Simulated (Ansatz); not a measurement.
# VF3 (database structure): how the settings move a relaxation

Question: which choices in the input matter for VF3 (database structure)?

Method: reference: DFT r2SCAN, plane waves, PAW, scalar-relativistic, collinear spin, in Ansatz 0.2.0.

**1. The system as given**

Symmetry: R-3c, No. 167, trigonal system. Conventional cell: a = 5.119 Å, b = 5.119 Å, c = 13.310 Å, α = 90.00°, β = 90.00°, γ = 120.00°. V (site symmetry -3) has 6 F at 1.92 Å as nearest neighbours. F (site symmetry 2) is surrounded by 2 V at 1.92 Å.

As a file:

```xyz
8
Lattice="2.5594 1.4777 4.4367 -2.5594 1.4777 4.4367 0.0000 -2.9554 4.4367" Properties=species:S:1:pos:R:3 pbc="T T T"
V     0.0000    0.0000    0.0000
V     0.0000    0.0000    6.6551
F    -0.5114    1.4777    7.7643
F    -1.0240   -1.1817    7.7643
F     1.5354   -0.2960    7.7643
F     0.5114   -1.4777    5.5459
F     1.0240    1.1817    5.5459
F    -1.5354    0.2960    5.5459
```

**2. Baseline**

Contents of input.yaml:

```yaml
crystal:
  lattice:
    - [2.55941806, 1.47767764, 4.43671753]
    - [-2.55941806, 1.47767764, 4.43671753]
    - [0.0, -2.95536518, 4.43671753]
  atoms:
    - { symbol: V, position: [0.0, 0.0, 0.0], spin: 1.5 }
    - { symbol: V, position: [0.5, 0.5, 0.5], spin: 1.5 }
    - { symbol: F, position: [0.6501, 0.8499, 0.25] }
    - { symbol: F, position: [0.25, 0.6501, 0.8499] }
    - { symbol: F, position: [0.8499, 0.25, 0.6501] }
    - { symbol: F, position: [0.3499, 0.1501, 0.75] }
    - { symbol: F, position: [0.75, 0.3499, 0.1501] }
    - { symbol: F, position: [0.1501, 0.75, 0.3499] }
kpoints:
  mp_grid: { grid: [4, 4, 4], shift: [0, 0, 0] }
magnetization:
  spin_polarized: true
scf:
  occupations: { method: fermi_dirac, width: 0.0347 }
hamiltonian:
  pseudopotentials: { kind: paw }
  xc: r2scan
basis:
  ecutwfc: 500
output:
  forces: true
  stress: true
  eigenvalues: true
  write_density: true
  write_potential: true
  elf: true
  volumetric_format: npy
relax:
  max_steps: 40
  cell: {}
```

Started as:

```bash
$ ansatz run input.yaml --threads 1 --pin off --max-ram 2560MiB --backend cpu --events-out ev --progress --plain --runs-dir out
```

**3. Variant: xc_grid 1**

input.yaml: that of step 2 with these lines changed.

```diff
@@ -25,2 +25,3 @@
   ecutwfc: 500
+  xc_grid: 1
 output:
@@ -29,6 +30,2 @@
   eigenvalues: true
-  write_density: true
-  write_potential: true
-  elf: true
-  volumetric_format: npy
 relax:
```

**4. Variant: preconditioner none, xc lda**

input.yaml: that of step 2 with these lines changed.

```diff
@@ -20,5 +20,6 @@
   occupations: { method: fermi_dirac, width: 0.0347 }
+  mixing: { preconditioner: none }
 hamiltonian:
   pseudopotentials: { kind: paw }
-  xc: r2scan
+  xc: lda
 basis:
@@ -29,6 +30,2 @@
   eigenvalues: true
-  write_density: true
-  write_potential: true
-  elf: true
-  volumetric_format: npy
 relax:
```

**5. Variant: mp_grid.grid [2, 2, 2], dr2_threshold 1.0e-09**

input.yaml: that of step 2 with these lines changed.

```diff
@@ -15,3 +15,3 @@
 kpoints:
-  mp_grid: { grid: [4, 4, 4], shift: [0, 0, 0] }
+  mp_grid: { grid: [2, 2, 2], shift: [0, 0, 0] }
 magnetization:
@@ -20,2 +20,3 @@
   occupations: { method: fermi_dirac, width: 0.0347 }
+  convergence: { dr2_threshold: 1.0e-09 }
 hamiltonian:
@@ -29,6 +30,2 @@
   eigenvalues: true
-  write_density: true
-  write_potential: true
-  elf: true
-  volumetric_format: npy
 relax:
```

**6. The same system, input altered**

input.yaml: that of step 2 with these lines changed.

```diff
@@ -20,2 +20,3 @@
   occupations: { method: fermi_dirac, width: 0.0347 }
+  max_iter: 50
 hamiltonian:
@@ -23,2 +24,3 @@
   xc: r2scan
+  hubbard: { sites: [{ species: F, l: f, u_eff: 30.0 }] }
 basis:
@@ -29,6 +31,2 @@
   eigenvalues: true
-  write_density: true
-  write_potential: true
-  elf: true
-  volumetric_format: npy
 relax:
```

(Steps that only read results are left out.)

Q: Predict the outcome of this session. Wanted: for each run, ending; energy change; pressure; abs. moment; force.

The runs gave:

| run | ending | energy change | pressure (GPa) | abs. moment (μB) | force (eV/Å) | cycles | time |
| --- | --- | --- | --- | --- | --- | --- | --- |
| reference | converged | 0 | 0.0 | 4.09 | 0.00 | 72 | 3 min |
| 1: xc_grid 1 | converged | -0.2 meV/atom | 0.0 | 4.09 | 0.00 | 81 | 2.7 min |
| 2: preconditioner none, xc lda | converged | not comparable | 0.0 | 4.09 | 0.00 | 62 | 87 s |
| 3: mp_grid.grid [2, 2, 2], dr2_threshold 1.0e-09 | converged | +0.1 meV/atom | 0.0 | 4.10 | 0.00 | 90 | 92 s |
| 4: hubbard.sites [{species: F, l: f, u_eff: 30.0}] | refused | - | - | - | - | - | 0.18 s |

Times don't compare one to one where runs were asked for different outputs or read a saved state (see the inputs); cycles may leave out searches for a lower state.

What this shows: Of the converged runs whose energies compare with the reference's, «xc_grid 1» moves the energy most (-0.2 meV/atom) and «mp_grid.grid [2, 2, 2], dr2_threshold 1.0e-09» least (+0.1 meV/atom). 1 of the 4 altered inputs did not end normally.

The reference is no final answer either: its magnetic state comes from one start and may not be the lowest.
